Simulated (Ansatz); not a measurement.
**C2H9O2SiY: one species, many functionals**

One table from this session's results is given with a row withheld; the runs are named, their logs left out.

The runs use Ansatz 0.2.0, Gaussian basis; functionals in def2-TZVPP.

The runs, in order: LDA (SPW92), PBE-D4, revPBE-D4, BLYP-D4, r2SCAN-D4, B97M-V, PBE0-D4, B3LYP-D4, r2SCANh-D4, r2SCAN0-D4.

## Structure used throughout

The geometry comes from an earlier relaxation with PBE0-D4 in a triple-zeta def2 set; it is a stationary point, not always the lowest conformer. Y takes the def2 core potential; no spin-orbit term is included.

SMILES `C[O][Y]([CH3])[O][SiH3]`, 15 atoms, charge 0, spin multiplicity 1.

Atoms are counted from 1 here; the program's logs count them from 0.

Bond lengths: C1–O2 1.387 Å, C1–H7 1.097 Å, C1–H8 1.097 Å, C1–H9 1.098 Å, O2–Y3 2.006 Å, Y3–C4 2.365 Å, Y3–O5 2.057 Å, C4–H10 1.098 Å, C4–H11 1.098 Å, C4–H12 1.099 Å, O5–Si6 1.623 Å, Si6–H13 1.492 Å, Si6–H14 1.491 Å, Si6–H15 1.491 Å. Angles: O2–C1–H7 111.1°, O2–C1–H8 111.0°, O2–C1–H9 111.5°, H7–C1–H8 107.5°, H7–C1–H9 107.8°, H8–C1–H9 107.7°, C1–O2–Y3 172.7°, O2–Y3–C4 113.7°, O2–Y3–O5 121.7°, C4–Y3–O5 114.9°, Y3–C4–H10 113.6°, Y3–C4–H11 113.7°, Y3–C4–H12 110.6°, H10–C4–H11 106.9°, H10–C4–H12 105.9°, H11–C4–H12 105.6°, Y3–O5–Si6 174.8°, O5–Si6–H13 111.1° and more.

Set-up of the first run:

in.yaml reads:

```yaml
crystal:
  periodic: [false, false, false]
  atoms:
    - {symbol: C, position_ang: [-3.020968, 0.855742, 0.712499]}
    - {symbol: O, position_ang: [-1.757019, 0.286496, 0.765151]}
    - {symbol: Y, position_ang: [0.126318, -0.393646, 0.638191]}
    - {symbol: C, position_ang: [0.273567, -2.713276, 0.199180]}
    - {symbol: O, position_ang: [1.633097, 0.740491, -0.184001]}
    - {symbol: Si, position_ang: [2.732435, 1.658985, -0.945969]}
    - {symbol: H, position_ang: [-3.618271, 0.418664, -0.097278]}
    - {symbol: H, position_ang: [-3.566009, 0.690732, 1.650534]}
    - {symbol: H, position_ang: [-2.967847, 1.938898, 0.542618]}
    - {symbol: H, position_ang: [1.299562, -3.102938, 0.233640]}
    - {symbol: H, position_ang: [-0.324613, -3.330491, 0.882883]}
    - {symbol: H, position_ang: [-0.100805, -2.941486, -0.808865]}
    - {symbol: H, position_ang: [2.580696, 3.096755, -0.576818]}
    - {symbol: H, position_ang: [2.591003, 1.551201, -2.426390]}
    - {symbol: H, position_ang: [4.118854, 1.243874, -0.585387]}
basis:
  gaussian: {orbitals: def2-TZVPP}
hamiltonian: {xc: lda}
output: {orbitals: {seedname: orbitals}}
```

Started as:

```console
ansatz run in.yaml --threads 2 --pin off --events-out ev --progress --plain --max-ram 20480MiB --backend cuda --devices 0, --max-vram 18GiB
```

Steps of the session up to this table: LDA; PBE-D4 (GGA); revPBE-D4 (GGA); BLYP-D4 (GGA); r2SCAN-D4 (meta-GGA); B97M-V (meta-GGA); B3LYP-D4 (hybrid); r2SCANh-D4 (hybrid); r2SCAN0-D4 (hybrid).

One table of the session follows, with a row left open; its other results are not shown here.

| functional | HOMO (eV) | LUMO (eV) | gap (eV) |
| --- | --- | --- | --- |
| LDA (SPW92) | -5.41 | -2.67 | 2.74 |
| PBE-D4 | -5.25 | -2.53 | 2.73 |
| revPBE-D4 | -5.18 | -2.43 | 2.75 |
| BLYP-D4 | ? | ? | ? |
| r2SCAN-D4 | -5.45 | -2.05 | 3.40 |
| B97M-V | -5.55 | -2.42 | 3.13 |
| PBE0-D4 | -6.48 | -1.79 | 4.69 |
| B3LYP-D4 | -6.25 | -2.13 | 4.12 |
| r2SCANh-D4 | -5.92 | -1.82 | 4.09 |
| r2SCAN0-D4 | -6.63 | -1.50 | 5.13 |

**Question.** Estimate the row for BLYP-D4.

**Answer.** HOMO (eV): -5.11; LUMO (eV): -2.56; gap (eV): 2.56. In the column «HOMO (eV)» it is the highest.
